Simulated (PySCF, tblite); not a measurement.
**C7H14AlFO: geometry, infrared bands and NMR shifts**

What infrared bands and NMR shifts should C7H14AlFO (`C=[C](C)[AlH2-][O+]1CC[C@@H](F)C1`) show?

Computed with tblite 0.8.0 and PySCF 2.14.0, with density-fitted response routines of our own, on a single molecule in the gas phase. Atoms count from 0, in the outputs and in this text.

## Step 1: Starting geometry

24 atoms, charge 0, multiplicity 1; geometry from: force field or distance geometry start.

Bonds of the start (Å): C0–C1 1.35, C1–C2 1.49, C1–Al3 1.97, Al3–O4 1.80, O4–C5 1.37, C5–C6 1.52, C6–C7 1.50, C7–F8 1.38, C7–C9 1.49, C9–O4 1.41, C0–H10 1.07, C0–H11 1.10, C2–H12 1.10, C2–H13 1.10, C2–H14 1.12, Al3–H15 1.61, Al3–H16 1.61, C5–H17 1.10, C5–H18 1.12, C6–H19 1.11, C6–H20 1.12, C7–H21 1.10, C9–H22 1.10, C9–H23 1.10.

## Step 2: Optimising the geometry with GFN2-xTB

The job: settings as JSON, then the geometry in Å.

```
{"job": {"kind": "relax", "xc": "GFN2-xTB", "basis": "xTB"}, "charge": 0, "multiplicity": 1}
C      3.296200    -1.293300     0.555400
C      2.370600    -0.375100     0.210100
C      2.857600     1.029900     0.102100
Al     0.496100    -0.889900    -0.106400
O     -0.532000     0.487700    -0.651700
C     -1.196300     1.176000     0.325100
C     -2.590100     0.595500     0.454800
C     -2.571200    -0.530500    -0.543500
F     -3.812200    -0.645800    -1.125000
C     -1.524400    -0.058200    -1.499100
H      4.320100    -1.023600     0.732400
H      2.913700    -2.320900     0.640400
H      3.530500     1.029600    -0.771600
H      3.442400     1.326600     0.981100
H      1.960300     1.681100    -0.059600
H     -0.095500    -1.662100     1.177700
H      0.560600    -1.956900    -1.313400
H     -0.660100     1.234200     1.281100
H     -1.356700     2.218300    -0.059200
H     -2.794900     0.231900     1.479100
H     -3.376700     1.316200     0.121700
H     -2.285800    -1.441800     0.010700
H     -1.091100    -0.866600    -2.114900
H     -1.872700     0.757500    -2.152800
```

Run with:

```console
$ OMP_NUM_THREADS=1 python probes_run.py task.json out
```

One launch serves the whole session: the jobs run in the order shown.

**Question.** This job is followed by: GFN2-xTB harmonic vibrations, gas phase; GIAO PBE0/pcSseg-1 NMR shielding, non-relativistic, gas phase. What will the session give for the following? strongest infrared band; zero-point energy (GFN2-xTB); 13C shifts against TMS (PBE0/pcSseg-1); 1H shifts against TMS (PBE0/pcSseg-1); 27Al shifts against AlH4- (PBE0/pcSseg-1); 17O shifts against H2O (PBE0/pcSseg-1); 19F shifts against CFCl3 (PBE0/pcSseg-1).

The runs gave:

| quantity | value |
| --- | --- |
| strongest infrared band | 722 cm⁻¹, 538 km/mol |
| zero-point energy (GFN2-xTB) | 117.9 kcal/mol |
| 13C shifts against TMS (PBE0/pcSseg-1) | 171.1, 140.5, 95.8, 80.0, 70.2, 37.2, 29.4 ppm |
| 1H shifts against TMS (PBE0/pcSseg-1) | 6.36, 6.00, 5.53, 5.15, 4.94, 4.17, 4.17, 4.07, 3.97, 2.52, 2.15, 2.13 ppm |
| 27Al shifts against AlH4- (PBE0/pcSseg-1) | 84.2 ppm |
| 17O shifts against H2O (PBE0/pcSseg-1) | 54.8 ppm |
| 19F shifts against CFCl3 (PBE0/pcSseg-1) | -200.6 ppm |

The optimisation took 242 steps and gained 1.231 eV; among the bonds of the start, Al3–O4 changed most, from 1.803 to 1.904 Å. The lowest mode is slightly imaginary (18i cm⁻¹), a soft motion within the noise of the Hessian, so the minimum is not strictly shown. The strongest single mode, at 722 cm⁻¹, moves mainly H16 and H15. GFN2-xTB is a fitted tight-binding method: band positions and strengths are rough. Its intensities can rank the bands wrongly. H10 (hydrogen on a terminal =CH2 carbon) lies farthest downfield among hydrogen, at 6.36 ppm; olefinic region. At PBE0/pcSseg-1: Shielding is most anisotropic at C1 (span 295 ppm, paramagnetic term -245 ppm).
